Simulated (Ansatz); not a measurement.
This script drives the Python package of Ansatz (0.2.0).

The script reads `k3nah4.extxyz`:
```text
8
Lattice="5.523491 0.0 0.0 0.0 5.523491 0.0 0.0 0.0 5.523491" Properties=species:S:1:pos:R:3 pbc="T T T"
K     0.00000000    0.00000000    2.76174550
K     0.00000000    2.76174550    0.00000000
K     2.76174550    0.00000000    0.00000000
Na    2.76174550    2.76174550    2.76174550
H     0.00000000    0.00000000    0.00000000
H     2.76174550    2.76174550    0.00000000
H     2.76174550    0.00000000    2.76174550
H     0.00000000    2.76174550    2.76174550
```

Script `defect_k3nah4.py`:
```python
"""An antisite in a supercell of K3NaH4, against the perfect cell."""

import ansatz
import numpy as np

config = {
    "functional": "PBEsol",
    "mesh": (1, 2, 2),
    "tolerance": 1e-09,
    "occupations": "gaussian",
    "sigma": 0.05,
}

system = ansatz.Crystal.from_extxyz("k3nah4.extxyz")
host = system.supercell(2, 1, 1)
defective = host.substitution("Na", at=[0.0, 0.0, 0.0], replaces="H")

def prepare(structure):
    return (
        structure.calculation()
        .functional(config["functional"])
        .pseudopotentials("paw")
        .basis(18 * ansatz.Ha)
        .kpoints(mesh=config["mesh"], center="gamma")
        .scf(tolerance=config["tolerance"])
        .occupations(config["occupations"], width=config["sigma"])
        .band_table()
    )


# the dielectric constant is a typed guess; take it from a response run in earnest
perfect = prepare(host).run().report
model = prepare(defective)
model = model.charge(2)
model = model.charged_corrections(epsilon=5.0)
model = model.forces()
result = model.run()
rep = result.report

n_host, n_defect = len(perfect["lattice"]["sites"]), len(rep["lattice"]["sites"])
print(f"perfect cell: {n_host} atoms, F = {perfect['free_energy_ev']:.4f} eV")
print(f"defect cell:  {n_defect} atoms, F = {rep['free_energy_ev']:.4f} eV")
# chemical potentials are still to be added to this difference
print(f"difference {rep['free_energy_ev'] - perfect['free_energy_ev']:.4f} eV (no chemical potentials)")
print(f"point-charge correction {result.charged_corrections().monopole_ev:.3f} eV at charge {2:+d}")

for label, run in (("perfect", perfect), ("defect", rep)):
    levels, filled = np.array(run["eigenvalues_ev"][0]), np.array(run["occupations"][0])
    top = int(np.argmin(np.abs(levels - run["fermi_energy_ev"])))
    window = slice(max(top - 3, 0), top + 4)
    print(label, "levels near E_F at the first k-point:", ", ".join(f"{e - run['fermi_energy_ev']:.2f} ({f:.2f})" for e, f in zip(levels[window], filled[window])))

pull = np.linalg.norm(rep["forces_ev_ang"], axis=1)
for atom in np.argsort(-pull)[:5]:
    print(f"force on {result.lattice.sites[atom].symbol}{atom}: {pull[atom]:.3f} eV/A")
```

It is started by `python defect_k3nah4.py`. Estimate its wall time and peak memory on 1 thread of Arm Neoverse N1 (shared host).

It took about 18 s, with a peak of 0.59 GiB, for 2 runs of the engine.

Running `python defect_k3nah4.py` prints:
```text
perfect cell: 16 atoms, F = -12175.6757 eV
defect cell:  16 atoms, F = -13638.1320 eV
difference -1462.4563 eV (no chemical potentials)
point-charge correction 1.883 eV at charge +2
perfect levels near E_F at the first k-point: -1.56 (2.00), -1.56 (2.00), -1.43 (2.00), -1.23 (2.00), 3.49 (0.00), 3.49 (0.00), 3.68 (0.00)
defect levels near E_F at the first k-point: -0.70 (2.00), -0.49 (2.00), -0.35 (2.00), 0.07 (0.06), 3.10 (0.00), 3.16 (0.00), 3.16 (0.00)
force on K10: 1.665 eV/A
force on K2: 1.665 eV/A
force on H14: 0.611 eV/A
force on H6: 0.611 eV/A
force on H5: 0.611 eV/A
```

Reading the output:
- Absolute energies stand on the zero of these potentials, so only differences at equal settings mean something. A total without «per atom» is that of the cell as typed.
- The computed bands are complete only to about 3.5 eV above the Fermi level.
- The k-point mesh is coarse, and energy and stress weren't tested for convergence.
- The atoms stand at ideal sites; relaxing them can change energy and levels by an eV or more.
- The difference holds no chemical potentials.
- Each cell's levels count from its own Fermi level and aren't aligned; one k-point can hide that the defect cell is metallic.
- The structure comes from a database of computed cells and needn't be a stable or known phase.
- Gaps and levels are Kohn-Sham values on a finite set of k-points.
- The supercell is small, so the defect meets its images and the energies aren't those of an isolated defect; a partly filled defect level may also lower its energy by spin or distortion. For a charged cell the difference holds no correction, alignment or term for the electrons' reservoir.
